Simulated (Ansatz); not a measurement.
# FH4N2Sc: the cost of one run

All numbers below are computed with Ansatz 0.2.0 (RHF/def2-SVP).

### Step 1. Starting point

Bond lengths: N1–Sc2 2.006 Å, Sc2–N3 2.006 Å, Sc2–F4 1.812 Å, N1–H5 1.025 Å, N1–H6 1.019 Å, N3–H7 1.019 Å, N3–H8 1.025 Å. Angles: N1–Sc2–N3 137.5°, N1–Sc2–F4 111.3°, N3–Sc2–F4 111.2°, Sc2–N1–H5 120.0°, Sc2–N1–H6 135.6°, H5–N1–H6 104.4°, Sc2–N3–H7 135.6°, Sc2–N3–H8 120.0°, H7–N3–H8 104.4°.

Coordinates:

```xyz
8

N     0.7275    1.6764   -0.5178
Sc   -0.3788    0.0648   -0.0691
N    -0.0743   -1.7874    0.6381
F    -2.1369    0.3634   -0.3922
H     0.2768    2.5225   -0.8799
H     1.7181    1.9115   -0.4834
H     0.7359   -2.3291    0.9353
H    -0.8682   -2.4222    0.7689
```

### Step 2. Relaxing end A

input.yaml

```yaml
crystal:
  periodic: [false, false, false]
  atoms:
    - { symbol: "N", position_ang: [0.72748, 1.67641, -0.51782] }
    - { symbol: Sc, position_ang: [-0.37882, 0.06481, -0.06909] }
    - { symbol: "N", position_ang: [-0.07433, -1.78737, 0.63813] }
    - { symbol: F, position_ang: [-2.13689, 0.36338, -0.39219] }
    - { symbol: H, position_ang: [0.27676, 2.52255, -0.87987] }
    - { symbol: H, position_ang: [1.71809, 1.91153, -0.48338] }
    - { symbol: H, position_ang: [0.73592, -2.32911, 0.93534] }
    - { symbol: H, position_ang: [-0.8682, -2.4222, 0.76889] }
basis:
  gaussian: { orbitals: def2-SVP }
hamiltonian:
  xc: hf
relax:
  f_tol: 0.015
  max_steps: 40
```

The run is started by

```
$ ansatz run input.yaml --threads 1 --pin off --max-ram 2048MiB --backend cpu --events-out ev --progress --plain --runs-dir out
```

**Question.** How long does this run take on 1 thread of Arm Neoverse V2, shared host, and how much memory does it need?

About 13 s, with a peak of 0.18 GiB.
